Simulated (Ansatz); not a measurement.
# C3H8Si2: a ladder of functionals and wavefunction methods

How much do the methods differ for C3H8Si2? The plan is to run it at one geometry with functionals of several rungs and with coupled cluster. The yardstick is the atomisation energy at the CCSD(T) limit.

Program: Ansatz 0.2.0, Gaussian basis. Level of theory: functionals in def2-TZVPP, the program's frozen cores in correlated methods. These are calculated values, not measurements.

Levels to be run: PBE-D4, r2SCAN-D4, PBE0-D4, B3LYP-D4, ωB97X-V, ωB97M-V, B2PLYP; CCSD(T)/def2-TZVPP; MP2/def2-QZVPP; extrapolation to the limit.

**1. The relaxed structure**

The geometry comes from an earlier relaxation with PBE0-D4 in a triple-zeta def2 set; it is a stationary point, not always the lowest conformer.

13 atoms, charge 0, spin multiplicity 1.

Atoms are counted from 1 here; the program's logs count them from 0.

Bond lengths: C1–C2 1.203 Å, C1–H6 1.064 Å, C2–C3 1.441 Å, C3–Si4 1.892 Å, C3–Si5 1.892 Å, C3–H7 1.098 Å, Si4–H8 1.484 Å, Si4–H9 1.487 Å, Si4–H10 1.484 Å, Si5–H11 1.484 Å, Si5–H12 1.484 Å, Si5–H13 1.487 Å. Angles: C2–C1–H6 179.2°, C1–C2–C3 177.2°, C2–C3–Si4 109.8°, C2–C3–Si5 109.8°, C2–C3–H7 110.6°, Si4–C3–Si5 112.0°, Si4–C3–H7 107.3°, Si5–C3–H7 107.3°, C3–Si4–H8 109.9°, C3–Si4–H9 109.0°, C3–Si4–H10 109.3°, H8–Si4–H9 109.5°, H8–Si4–H10 109.8°, H9–Si4–H10 109.4°, C3–Si5–H11 109.3°, C3–Si5–H12 109.9°, C3–Si5–H13 109.0°, H11–Si5–H12 109.8° and more.

**2. PBE-D4 (GGA)**

in.yaml

```yaml
crystal:
  periodic: [false, false, false]
  atoms:
    - {symbol: C, position_ang: [-2.063453, 1.568256, 0.044518]}
    - {symbol: C, position_ang: [-1.065916, 0.957246, -0.235442]}
    - {symbol: C, position_ang: [0.125263, 0.193037, -0.509196]}
    - {symbol: Si, position_ang: [1.460432, 0.609529, 0.765271]}
    - {symbol: Si, position_ang: [-0.287696, -1.653445, -0.527099]}
    - {symbol: H, position_ang: [-2.944909, 2.116041, 0.278792]}
    - {symbol: H, position_ang: [0.527711, 0.446932, -1.498294]}
    - {symbol: H, position_ang: [1.753501, 2.064162, 0.731554]}
    - {symbol: H, position_ang: [2.695418, -0.152460, 0.439075]}
    - {symbol: H, position_ang: [0.985692, 0.224419, 2.117416]}
    - {symbol: H, position_ang: [-0.773798, -2.061052, 0.814400]}
    - {symbol: H, position_ang: [-1.333550, -1.926495, -1.544247]}
    - {symbol: H, position_ang: [0.941605, -2.420872, -0.861847]}
basis:
  gaussian: {orbitals: def2-TZVPP}
hamiltonian: {xc: pbe, dispersion: d4}
output: {forces: true, orbitals: {seedname: orbitals}}
```

The run is started by

```sh
$ ansatz run in.yaml --threads 4 --pin off --events-out ev --progress --plain --max-ram 10444MiB
```

Further steps of the session: r2SCAN-D4 (meta-GGA); PBE0-D4 (hybrid); B3LYP-D4 (hybrid); ωB97X-V (range-separated); ωB97M-V (range-separated); B2PLYP (double hybrid); CCSD(T) in def2-TZVPP; MP2 in def2-QZVPP.

**Question.** What will the summary of the whole plan be? Wanted: atomisation energy, CCSD(T)/CBS; farthest; mean size of error, hybrid; mean size of error, range-separated; gap, smallest and largest; T1 diagnostic; triples share of the correlation energy.

The runs gave:

| quantity | value |
| --- | --- |
| atomisation energy, CCSD(T)/CBS | 4705.9 kJ/mol |
| functionals within 23.5 kJ/mol (0.5 %) | r2SCAN-D4, PBE0-D4, B3LYP-D4, ωB97X-V, ωB97M-V |
| farthest | B2PLYP (-49.6 kJ/mol) |
| mean size of error, hybrid | 4.1 kJ/mol |
| mean size of error, range-separated | 12.2 kJ/mol |
| gap, smallest and largest | 5.58 eV (PBE-D4), 11.75 eV (ωB97X-V) |
| T1 diagnostic | 0.0121 |
| triples share of the correlation energy | 4.3 % |

PBE-D4 is off by +41.4 kJ/mol. Double hybrids carry the basis error of their MP2 part in triple zeta, and no dispersion term here, so their miss is partly the set-up's. The reference freezes the cores and leaves out relativity and excitations past (T), so misses under about 23.5 kJ/mol can't be ranked. Hartree-Fock recovers 75 % of the binding; the rest is correlation. The gap grows from 5.6 to 11.7 eV across the functionals, mostly with the share of exact exchange.
